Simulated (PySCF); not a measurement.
# A diatomic session: CaGa+

An exercise on one series of results from a longer session: the logs are not shown, and one member is left open.

Method: Ca pcseg-1, Ga pcseg-1, no relativity; program: PySCF 2.14.0.

Set-up of the first run:

The job is set up so:

| Item | Value |
| --- | --- |
| atoms | Ca, Ga |
| charge | 1 |
| basis | Ca pcseg-1, Ga pcseg-1 |
| Hamiltonian | no relativity |
| basis functions | 51 |
| electrons treated | 50 |
| masses in u | 39.9626, 68.9256 |
| levels | PBE0, PBE, r²SCAN, B2PLYP, r²SCAN0, M06-L, HF, MP2, SCS-MP2, CCSD, CCSD(T) |
| grid | 80 radial by 434 angular points |
| occupations | held fixed by the projection of orbital angular momentum |
| dissociation limit | Ca + Ga+, each in its ground configuration |
| starting distance in angstrom | 2.895 |
| values of 2S to try | 0, 2 |

On the command line:

```console
$ OMP_NUM_THREADS=1 python dia.py task.json out
```

Among the steps run: Input; PBE0 along the bond; Excited determinants; PBE (GGA); r²SCAN; B2PLYP; r²SCAN0; M06-L (meta-GGA); RHF; Correlated methods on the Hartree–Fock reference.

One table of the session follows, with a row left open; its other results are not shown here.

It belongs to the step «The curves together». Energy (eV) from each level's lowest point:

```
R (Å)    RHF  RHF-MP2  RHF-SCS-MP2  RHF-CCSD  RHF-CCSD(T)
2.995  0.422    0.341        0.362       n/a          n/a
3.135  0.225    0.167        0.183     0.171        0.167
3.274  0.101    0.063        0.074     0.066        0.064
3.378  0.045    0.021        0.028     0.022        0.021
3.483  0.013    0.001        0.005     0.002        0.001
3.587  0.000    0.000        0.000     0.000        0.000
3.727  0.006    0.020        0.016     0.019        0.020
3.901      ?        ?            ?         ?            ?
4.110  0.105    0.154        0.137     0.151        0.152
4.389  0.214    0.284        0.259       n/a          n/a
```

Q: Estimate the row for R (Å) = 3.901 from the others.

Worked estimate for «RHF». A straight line through the neighbours (3.727, 0.006) and (4.110, 0.105) gives 0.006 + (0.105 − 0.006) × (3.901 − 3.727) / (4.110 − 3.727) = 0.051; a parabola fitted to 4 rows on both sides gives 0.043.

As computed: RHF: 0.039; RHF-MP2: 0.071; RHF-SCS-MP2: 0.060; RHF-CCSD: 0.069; RHF-CCSD(T): 0.070. In «RHF» the line misses by +0.012 and the parabola by +0.004.
